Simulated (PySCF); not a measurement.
# C2H6OS2Si: the cost of one run

Programs: PySCF 2.14.0, with density-fitted response routines of our own. Each step states its level of theory. These are calculated values for one molecule in the gas phase, unless marked as measured. Atoms are numbered from 0 throughout.

## (1) Starting geometry

12 atoms, charge 0, multiplicity 1; geometry from: GFN2-xTB. The atoms were then displaced at random by about 0.01 Å, so the start is not that level's minimum.

Bonds of the start (Å): O0–Si1 1.64, Si1–S2 2.16, S2–C3 1.79, C3–C4 1.52, C4–S5 1.82, S5–Si1 2.14, O0–H6 0.93, Si1–H7 1.46, C3–H8 1.10, C3–H9 1.12, C4–H10 1.09, C4–H11 1.07.

## (2) Relaxing the molecule at PBE0-D3(BJ)/def2-SVP

What the job is given:

```
{"job": {"xc": "PBE0", "basis": "def2-SVP", "d3": "d3bj", "grid": 1, "shake": 0.01, "kind": "geom"}, "charge": 0, "multiplicity": 1}
O      2.871650    -0.279060     0.317540
Si     1.484240     0.437480    -0.196450
S      0.075070     0.984050     1.340660
C     -1.259590    -0.046680     0.749910
C     -1.306200    -0.163600    -0.765430
S      0.257700    -0.866870    -1.364330
H      2.893320    -1.094730     0.769460
H      1.960860     1.609770    -0.925200
H     -1.194800    -1.027480     1.232570
H     -2.208070     0.422480     1.123850
H     -1.440210     0.817670    -1.211400
H     -2.094260    -0.821290    -1.080190
```

The run is started by

```console
> OMP_NUM_THREADS=1 python probes_run.py task.json out
```

One launch serves the whole session: the jobs run in the order shown.

Q: Estimate the wall time and peak memory of this first job on 1 thread of Arm Neoverse N1, shared host.

About 90 s, with a peak of 0.53 GiB.
